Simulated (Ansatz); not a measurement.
# CuRh2O4: the cost of one run

All numbers are computed with Ansatz 0.2.0, driven from Python. Level of theory: DFT PBEsol, plane waves, PAW.

### Step 1. Starting point

It takes space group I4_1/amd (No. 141, tetragonal). The conventional cell has a = 6.176 Å, b = 6.176 Å, c = 7.901 Å, α = 90.00°, β = 90.00°, γ = 90.00°. Cu (site symmetry -4m2) is surrounded by 4 O at 1.96 Å. Around Rh (site symmetry 2/m) lie 6 O at 2.05 Å. O (site symmetry m) is surrounded by 1 Cu at 1.96 Å and 3 Rh at 2.05 Å.

The script holds or builds the structure itself.

### Step 2. The script

Contents of curh2o4_vcrelax.py:

```python
# -*- coding: utf-8 -*-
"""Cell relaxation of CuRh2O4."""

import warnings

import ansatz
from ase import Atoms
from ase.data import atomic_numbers
from ase.io import write
from ase.neighborlist import neighbor_list
import numpy as np
import spglib

def edges_and_angles(cell):
    cell = np.asarray(cell)
    a, b, c = np.linalg.norm(cell, axis=1)
    cosines = cell[1] @ cell[2] / (b * c), cell[0] @ cell[2] / (a * c), cell[0] @ cell[1] / (a * b)
    return (a, b, c, *np.degrees(np.arccos(cosines)))

warnings.simplefilter("ignore", ansatz.DeckWarning)

lattice = ansatz.Lattice.of(
    (-3.0878, 3.0878, 3.9503),
    (3.0878, -3.0878, 3.9503),
    (3.0878, 3.0878, -3.9503),
)
sites = [
    ("Cu", (0.0, 0.0, 0.0)),
    ("Cu", (0.75, 0.25, 0.5)),
    ("Rh", (0.875, 0.625, 0.25)),
    ("Rh", (0.375, 0.625, 0.25)),
    ("Rh", (0.375, 0.625, 0.75)),
    ("Rh", (0.375, 0.125, 0.75)),
    ("O", (0.5856, 0.3663, 0.2193)),
    ("O", (0.1163, 0.397, 0.2807)),
    ("O", (0.147, 0.3663, 0.7807)),
    ("O", (0.1163, 0.8356, 0.7193)),
    ("O", (0.1644, 0.8837, 0.2807)),
    ("O", (0.6337, 0.4144, 0.7807)),
    ("O", (0.603, 0.8837, 0.7193)),
    ("O", (0.6337, 0.853, 0.2193)),
]
xtal = ansatz.Crystal(lattice=lattice)
for symbol, position in sites:
    xtal = xtal.atom(symbol, position)

# shape and ions at fixed volume
job = (
    xtal.calculation()
    .functional(ansatz.Functional.PBESOL)
    .kpoints(6, 6, 6)
    .occupations("cold", width=0.1)
    .scf(tolerance=1e-10)
    .relax(force_tolerance=0.005, fix_cell=["volume"])
)
steps = []


def follow(event):
    if event["event"] != "relax_step":
        return
    row = event["data"]
    steps.append(row)
    print(f"step {row['step']:3d}  E = {row['lagrangian_ev']:.5f} eV  largest force component = {row['allowed_force_max_ev_ang']:.4f} eV/A  P = {row['pressure_gpa']:.3f} GPa")


outcome = job.session().plan(threads=1).execute(on_event=follow)
rep = outcome.report

first, last = steps[0], steps[-1]
symbols = [site.symbol for site in outcome.lattice.sites]
print(f"energy gained {first['lagrangian_ev'] - last['lagrangian_ev']:.4f} eV in {len(steps) - 1} steps")
for label, vectors in (("before", first["cell_ang"]), ("after", outcome.lattice.cell_ang)):
    print(label, "a b c (A) {:.4f} {:.4f} {:.4f}  angles {:.2f} {:.2f} {:.2f}".format(*edges_and_angles(vectors)), f" V = {abs(np.linalg.det(vectors)):.3f} A^3")
print("final stress xx yy zz (GPa, compression positive):", np.round(np.diag(rep["stress_gpa"]), 3) + 0.0)

print("atom   start x y z (A)              end x y z (A)")
for symbol, a, b in zip(symbols, first["positions_ang"], last["positions_ang"]):
    print(f"{symbol:3s}", " ".join(f"{v:8.4f}" for v in a), "  ", " ".join(f"{v:8.4f}" for v in b))

final = Atoms(symbols, positions=last["positions_ang"], cell=outcome.lattice.cell_ang, pbc=True)
i, j, d = neighbor_list("ijd", final, 4.5)
print("neighbours within 1.15 times the shortest distance of each atom (A)")
for atom in range(len(final)):
    near = [m for m in np.argsort(d) if i[m] == atom]
    shell = [m for m in near if d[m] < 1.15 * d[near[0]]]
    print(f"{symbols[atom]}{atom} ({len(shell)}):", ", ".join(f"{symbols[j[m]]} {d[m]:.3f}" for m in shell))

relaxed = Atoms(symbols, positions=[site.position_ang for site in outcome.lattice.sites], cell=outcome.lattice.cell_ang, pbc=True)
write("relaxed.cif", relaxed, format="cif")

print("%-22s %14.5f eV" % ("F = E - TS", rep["free_energy_ev"]))
print("%-22s %14.5f eV" % ("E", rep["internal_energy_ev"]))
print("%-22s %14.5f eV" % ("Harris-Foulkes", rep["harris_foulkes_ev"]))
print("%-22s %14.5f eV" % ("Fermi level", rep["fermi_energy_ev"]))

spg_cell = (outcome.lattice.cell_ang, [s.position_frac for s in outcome.lattice.sites], [atomic_numbers[s.symbol] for s in outcome.lattice.sites])
# the group found depends on the tolerance
found = spglib.get_symmetry_dataset(spg_cell, symprec=1e-3)
print(found.international, found.number, "point group", found.pointgroup)
for site, letter, group in zip(outcome.lattice.sites, found.wyckoffs, found.site_symmetry_symbols):
    print(f"  {site.symbol:2s} Wyckoff {letter}  site symmetry {group}")

terms = rep["components"]
print({name: round(terms[name], 3) for name in ("e_kinetic", "e_hartree", "e_xc", "e_local", "e_nonlocal", "e_ewald", "e_paw") if name in terms})
```

### Step 3. The run

Launch:

```console
> python curh2o4_vcrelax.py
```

**Question.** How long does this script take on 1 thread of Arm Neoverse V2, shared host, and how much memory does it need?

About 8.9 min, with a peak of 0.77 GiB.
